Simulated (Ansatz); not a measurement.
# Br− with NH3: structure and interaction energy

An exercise on one series of results from a longer session: the logs are not shown, and one member is left open.

Program: Ansatz 0.2.0, Gaussian basis. Level of theory: PBE0-D4 structure, single points in def2-TZVPPD. These are calculated values, not measurements.

Levels: PBE-D4, revPBE-D4, BLYP-D4, r2SCAN-D4, B97M-V, PBE0-D4, B3LYP-D4, HSE06-D4, wB97X-V, wB97M-V, B2PLYP, Hartree-Fock, MP2, CCSD, CCSD(T). The reference is CCSD(T) extrapolated to the basis limit. For elements past Ar these valence bases correlate outer-core shells poorly and lack relativity, so that limit is rough.

Correlated methods freeze the cores. Filled d shells of the heavier atoms are correlated. B3LYP uses VWN-RPA correlation. B2PLYP carries no dispersion term here.

163 further runs of the same task are left out: 163 set aside as unsound or not needed.

## The starting structure

The pair, from a GFN2-xTB docking trial: 5 atoms, charge -1, spin multiplicity 1.

Atoms are counted from 1 here; the program's logs count them from 0.

Bond lengths: N2–H3 1.017 Å, N2–H4 1.022 Å, N2–H5 1.017 Å. Angles: H3–N2–H4 103.9°, H3–N2–H5 105.3°, H4–N2–H5 103.9°.

Coordinates:

```xyz
5
BrH3N
Br   -0.00980    0.00860   -2.62950
N    -0.11830    0.11520    0.92140
H    -0.23490   -0.89060    0.83100
H    -0.51690    0.48760    0.05680
H     0.87990    0.27920    0.82030
```

Atoms 1 to 1 are fragment A (Br−), the rest fragment B (NH3).

Set-up of the first run:

pre/in.yaml reads:

```yaml
crystal:
  periodic: [false, false, false]
  atoms:
    - {symbol: Br, position_ang: [-0.009800, 0.008600, -2.629500]}
    - {symbol: N, position_ang: [-0.118300, 0.115200, 0.921400]}
    - {symbol: H, position_ang: [-0.234900, -0.890600, 0.831000]}
    - {symbol: H, position_ang: [-0.516900, 0.487600, 0.056800]}
    - {symbol: H, position_ang: [0.879900, 0.279200, 0.820300]}
basis:
  gaussian: {orbitals: def2-SVPD}
total_charge: -1
hamiltonian: {xc: pbe, dispersion: d4}
relax: {f_tol: 0.03, max_steps: 250}
```

On the command line:

```bash
ansatz run in.yaml --threads 2 --pin off --events-out ev --progress --plain --max-ram 5222MiB
```

Among the steps run: A first relaxation in a small basis; Relaxation at PBE0-D4; wB97X-V/def2-TZVPPD; wB97M-V/def2-TZVPPD; B2PLYP/def2-TZVPPD; B97M-V/def2-TZVPPD; CCSD(T)/def2-TZVPPD; MP2/def2-QZVPPD; Hartree-Fock/STO-3G; SPW92/def2-SVP; wB97M-V/def2-SVP; CCSD(T)/def2-SVP; Vibrations of the pair.

One table of the session follows, with a row left open; its other results are not shown here.

```
      method  interaction (kcal/mol)
      PBE-D4                   -8.35
   revPBE-D4                   -7.66
     BLYP-D4                   -7.59
   r2SCAN-D4                   -7.90
      B97M-V                   -7.48
     PBE0-D4                   -8.08
    B3LYP-D4                   -7.70
    HSE06-D4                   -8.10
     wB97X-V                   -7.64
     wB97M-V                   -7.63
      B2PLYP                       ?
Hartree-Fock                   -5.04
         MP2                   -7.27
        CCSD                   -6.76
     CCSD(T)                   -7.08
 CCSD(T)/CBS                   -7.76
```

Estimate the missing values for B2PLYP.

**Answer.** interaction (kcal/mol): -6.92. In the column «interaction (kcal/mol)» it lies between CCSD(T) (-7.08) and CCSD (-6.76).

Among the levels timed on like hardware and quicker than the yardstick, those that no quicker one beats, quickest first: PBE-D4 (2.8 s, -0.58 kcal/mol); revPBE-D4 (3.1 s, +0.10 kcal/mol); B3LYP-D4 (4.2 s, +0.06 kcal/mol).

B3LYP-D4 reaches 0.06 kcal/mol from the reference in 4.2 s, where CCSD(T)/CBS took 51 s; the quickest level in the cost chart, PBE-D4, takes 2.8 s and misses by 0.58 kcal/mol.

Caveats from the session: A lower arrangement may exist.
